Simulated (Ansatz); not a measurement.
# CoCl (quintet): from Hartree-Fock to the top rungs, def2-SVP

The task here is to estimate one member of a computed series from the others.

Program: Ansatz 0.2.0, Gaussian basis. Level of theory: def2-SVP, core rule «outside noble gas», up to 14 orbitals frozen. These are calculated values, not measurements.

The runs, in order: UHF; CCSD(T) on ROHF; CCSD(T) on UHF; CISD; CCSDT(Q) on ROHF; CCSDT(Q) on UHF; CASSCF and MRCISD+Q, 16 electrons in 10 orbitals; CASSCF and NEVPT2, 16 electrons in 10 orbitals.

18 further runs of the same task are left out: 6 that didn't finish, 12 set aside as unsound or not needed.

### What is computed

The geometry is a PBE0/def2-TZVP stationary point (not a proven minimum).

2 atoms, charge 0, spin multiplicity 5.

Atoms are counted from 1 here; the program's logs count them from 0.

Bond lengths: Co1–Cl2 2.173 Å.

The first run:

in.yaml reads:

```yaml
crystal:
  periodic: [false, false, false]
  atoms:
    - {symbol: Co, position_ang: [0.000000, 0.000000, 0.000000]}
    - {symbol: Cl, position_ang: [0.000000, 0.000000, 2.172600]}
basis:
  gaussian: {orbitals: def2-SVP}
magnetization: {spin_polarized: true, initial_magnetization: 4}
hamiltonian: {xc: hf}
output: {orbitals: {seedname: orbitals}}
```

Run with:

```console
$ ansatz run in.yaml --threads 1 --pin off --events-out ev --progress --plain --max-ram 2393MiB
```

Among the steps run: UHF; CCSD(T) on ROHF; CCSD(T) on UHF; CISD; CCSDT(Q) on ROHF; CCSDT(Q) on UHF; CASSCF and MRCISD+Q, 16 electrons in 10 orbitals; CASSCF and NEVPT2, 16 electrons in 10 orbitals.

One of the session's tables, all rows but one given; the rest of the session is left out.

It belongs to the step «Misses and costs». 

```
          method  from RCCSDT(Q) (kJ/mol)
            ROHF                   +766.7
             UHF                   +752.4
            RMP2                    +65.0
            UMP2                    +54.1
            CISD                    +69.7
           RCCSD                    +20.5
           UCCSD                    +11.1
        RCCSD(T)                     +4.6
        UCCSD(T)                     -4.6
          RCCSDT                     +1.0
          UCCSDT                     -6.7
       RCCSDT(Q)                        0
       UCCSDT(Q)                     -7.4
  CASSCF valence                        ?
  NEVPT2 valence                   +163.2
  MRCISD valence                    +70.2
MRCISD+Q valence                    +17.1
```

Estimate the missing values for CASSCF valence.

As computed: from RCCSDT(Q) (kJ/mol): +763.9. In the column «from RCCSDT(Q) (kJ/mol)» it lies between UHF (+752.4) and ROHF (+766.7).

With the free atoms at the same levels and basis (separate runs), the atomisation energy is 2.648 eV at RCCSDT(Q), 2.609 eV at RCCSD(T), 2.601 eV at UCCSD(T), 2.607 eV at ROHF.

To keep in mind: Restricted and unrestricted rows rest on different reference determinants; where their highest levels disagree by more than a few hundredths of an eV, they describe different states and don't form one ladder.
